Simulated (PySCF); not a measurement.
**C2H2AlF (SMILES C#[C][AlH][F]): levels of theory compared**

We compute a comparison of 4 runs (HF/cc-pVDZ, HF/cc-pV(D+d)Z, HF/cc-pVTZ, HF/cc-pV(T+d)Z) of C2H2AlF. 

The results are computed with PySCF 2.14.0.

**1. The structure to begin with**

C2H2AlF: 6 atoms, total charge 0, spin state singlet. SMILES: `C#[C][AlH][F]`. Geometry: relaxed at PBE0-D4/def2-TZVP.

Bond lengths: C1–C2 1.210 Å, C2–Al3 1.894 Å, Al3–F4 1.645 Å, C1–H5 1.067 Å, Al3–H6 1.567 Å. Angles: C1–C2–Al3 178.2°, C2–Al3–F4 117.6°, C2–C1–H5 179.7°, C2–Al3–H6 124.1°, F4–Al3–H6 118.2°.

**2. The response to a field at HF/cc-pVDZ (run 1)**

File job.py:

```python
# C#[C][AlH][F]
import numpy
from pyscf import gto
from pyscf.prop.polarizability import rhf

system = gto.M(
    atom=[
    ('C', (1.661900, -0.284800, -0.787000)),
    ('C', (0.576900, -0.111600, -0.280500)),
    ('Al', (-1.100200, 0.209700, 0.538100)),
    ('F', (-2.307600, -0.871400, 0.253900)),
    ('H', (2.617000, -0.441700, -1.236000)),
    ('H', (-1.405900, 1.435700, 1.465300)),
],
    basis='cc-pvdz',
    max_memory=1860,
    verbose=3,
)

mf = system.RHF()
mf.conv_tol = 1e-10
mf.kernel()
if not mf.converged:
    mf = mf.newton().run(mf.mo_coeff, mf.mo_occ)

etot = mf.e_tot
print('E(%s) = %.9f' % ('HF', etot))
pol = rhf.Polarizability(mf)
alpha = pol.polarizability()
print('isotropic polarizability %.4f bohr^3' % (numpy.trace(alpha) / 3))
alpha_w = pol.polarizability_with_freq(freq=0.0774)
beta = pol.hyper_polarizability()
```

The run is started by

```sh
$ OMP_NUM_THREADS=1 python job.py
```

The program printed:

```text
converged SCF energy = -418.28257106771
E(HF) = -418.282571068
isotropic polarizability 34.4553 bohr^3
```

Run time: 17 s. Hardware: 1 thread of Arm Neoverse V1, shared host; peak memory 0.14 GiB.

**3. The response to a field at HF/cc-pV(D+d)Z (run 2)**

File job.py:

```python
import numpy
from pyscf import gto, scf
from pyscf.prop.polarizability import rhf

mol = gto.M(
    atom='''
C        1.661900      -0.284800      -0.787000
C        0.576900      -0.111600      -0.280500
Al      -1.100200       0.209700       0.538100
F       -2.307600      -0.871400       0.253900
H        2.617000      -0.441700      -1.236000
H       -1.405900       1.435700       1.465300
''',
    max_memory=1860,
    basis='cc-pv(d+d)z',
    verbose=4,
)

calc0 = scf.RHF(mol)
calc0.conv_tol = 1e-10
calc0.kernel()
if not calc0.converged:
    calc0 = calc0.newton().run(calc0.mo_coeff, calc0.mo_occ)

e_tot = calc0.e_tot
print('Final energy', e_tot)
pol = rhf.Polarizability(calc0)
alpha = pol.polarizability()
print('isotropic polarizability %.4f bohr^3' % (numpy.trace(alpha) / 3))
alpha_w = pol.polarizability_with_freq(freq=0.0774)
beta = pol.hyper_polarizability()
```

The run is started by

```sh
$ OMP_NUM_THREADS=1 python job.py
```

The program printed:

```text
PySCF version 2.14.0

[... 64 lines left out ...]
converged SCF energy = -418.293102254363
Final energy -418.293102254363
[... 2 lines left out ...]
isotropic polarizability 34.4512 bohr^3
```

Run time: 23 s. Hardware: 1 thread of Arm Neoverse V1, shared host; peak memory 0.15 GiB.

Run 3 isn't shown in full; the table further down has it.

**4. The response to a field at HF/cc-pV(T+d)Z (run 4)**

File job.py:

```python
import numpy
from pyscf import gto
from pyscf.prop.polarizability import rhf

system = gto.M(
    atom=[
    ('C', (1.661900, -0.284800, -0.787000)),
    ('C', (0.576900, -0.111600, -0.280500)),
    ('Al', (-1.100200, 0.209700, 0.538100)),
    ('F', (-2.307600, -0.871400, 0.253900)),
    ('H', (2.617000, -0.441700, -1.236000)),
    ('H', (-1.405900, 1.435700, 1.465300)),
],
    basis='cc-pv(t+d)z',
    spin=0,
    max_memory=1860,
    verbose=3,
)

mf = system.RHF()
mf.conv_tol = 1e-10
mf.kernel()
if not mf.converged:
    mf = mf.newton().run(mf.mo_coeff, mf.mo_occ)

energy = mf.e_tot
print(f'total energy: {energy:.8f} hartree')
pol = rhf.Polarizability(mf)
alpha = pol.polarizability()
print('isotropic polarizability %.4f bohr^3' % (numpy.trace(alpha) / 3))
alpha_w = pol.polarizability_with_freq(freq=0.0774)
beta = pol.hyper_polarizability()
```

The run is started by

```sh
$ OMP_NUM_THREADS=1 python job.py
```

The program printed:

```text
converged SCF energy = -418.362651608698
total energy: -418.36265161 hartree
isotropic polarizability 39.0143 bohr^3
```

Wall time 7.6 min (1 thread of Arm Neoverse V1, shared host); peak memory 0.73 GiB.

**5. The series**

| run | level | energy (Eh) | dipole moment (D) | HOMO energy (eV) | LUMO energy (eV) | wall time |
| --- | --- | --- | --- | --- | --- | --- |
| 1 | HF/cc-pVDZ | -418.282571 | 2.20 | -11.14 | 1.34 | 17 s |
| 2 | HF/cc-pV(D+d)Z | -418.293102 | 2.17 | -11.13 | 1.36 | 23 s |
| 3 | HF/cc-pVTZ | -418.358827 | 1.96 | -11.17 | 1.27 | 6.6 min |
| 4 | HF/cc-pV(T+d)Z | -418.362652 | 1.96 | -11.17 | 1.27 | 7.6 min |

Convergence of the total energy of singlet C2H2AlF with the basis set, against the last point:

| basis set | from the last (mEh) | wall time |
| --- | --- | --- |
| cc-pVDZ | +80.081 | 17 s |
| cc-pV(D+d)Z | +69.549 | 23 s |
| cc-pVTZ | +3.825 | 6.6 min |
| cc-pV(T+d)Z | +0.000 | 7.6 min |

Convergence of the dipole moment of singlet C2H2AlF with the basis set, against the last point:

| basis set | from the last (D) | wall time |
| --- | --- | --- |
| cc-pVDZ | +0.2397 | 17 s |
| cc-pV(D+d)Z | +0.2032 | 23 s |
| cc-pVTZ | -0.0002 | 6.6 min |
| cc-pV(T+d)Z | +0.0000 | 7.6 min |

**6. What came out**

| quantity | value |
| --- | --- |
| run 4: total energy | -418.36265 Eh |
| run 4: dipole moment | 1.96 D |
| run 4: HOMO energy | -11.17 eV |
| run 4: LUMO energy | 1.27 eV |
| run 4: HOMO–LUMO gap | 12.44 eV |
| run 4: mean static polarisability | 39.0 bohr³ |
| run 4: mean polarisability at ω = 0.0774 Eh | 40.3 bohr³ |

**Reading.** The dipole moment (its size) runs from 1.96 D (HF/cc-pVTZ) to 2.20 D (HF/cc-pVDZ). The HOMO–LUMO gap runs from 12.44 eV (HF/cc-pVTZ) to 12.49 eV (HF/cc-pV(D+d)Z). All runs together took 15 min, the longest 7.6 min.
